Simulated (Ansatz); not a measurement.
**TiHO+ (triplet): wave-function methods side by side, def2-QZVPP**

One table from this session's results is given with a row withheld; the runs are named, their logs left out.

The runs use Ansatz 0.2.0, Gaussian basis; def2-QZVPP, core rule «outside noble gas», up to 10 orbitals frozen.

The runs, in order: UHF; ROHF; CCSD(T) on UHF.

## The system

The geometry is a PBE0/def2-TZVP stationary point (not a proven minimum) of the parent state, kept for this charge and spin.

3 atoms, charge 1, spin multiplicity 3.

Atoms are counted from 1 here; the program's logs count them from 0.

Bond lengths: Ti1–O2 1.702 Å, Ti1–H3 1.852 Å. Angles: O2–Ti1–H3 180.0°.

Coordinates:

```
atom    x (Å)    y (Å)     z (Å)
 Ti1  0.00000  0.00000  -0.05023
  O2  0.00000  0.00000  -1.75173
  H3  0.00000  0.00000   1.80197
```

Set-up of the first run:

File in.yaml:

```yaml
crystal:
  periodic: [false, false, false]
  atoms:
    - {symbol: Ti, position_ang: [0.000000, 0.000000, -0.050233]}
    - {symbol: O, position_ang: [0.000000, 0.000000, -1.751733]}
    - {symbol: H, position_ang: [0.000000, 0.000000, 1.801967]}
basis:
  gaussian: {orbitals: "def2-QZVPP.json"}
total_charge: 1
magnetization: {spin_polarized: true, initial_magnetization: 2}
hamiltonian: {xc: hf}
output: {orbitals: {seedname: orbitals}}
```

On the command line:

```
$ ansatz run in.yaml --threads 1 --pin off --events-out ev --progress --plain --max-ram 4096MiB --backend cpu
```

Steps of the session up to this table: UHF; ROHF; CCSD(T) on UHF.

One of the session's tables, all rows but one given; the rest of the session is left out.

```
  method  from UCCSD(T) (kcal/mol)
    ROHF                   +231.62
     UHF                   +225.29
    UMP2                         ?
   UCCSD                    +16.76
UCCSD(T)                         0
```

Estimate the missing values for UMP2.

The run gave: from UCCSD(T) (kcal/mol): +41.19. In the column «from UCCSD(T) (kcal/mol)» it lies between UCCSD (+16.76) and UHF (+225.29).
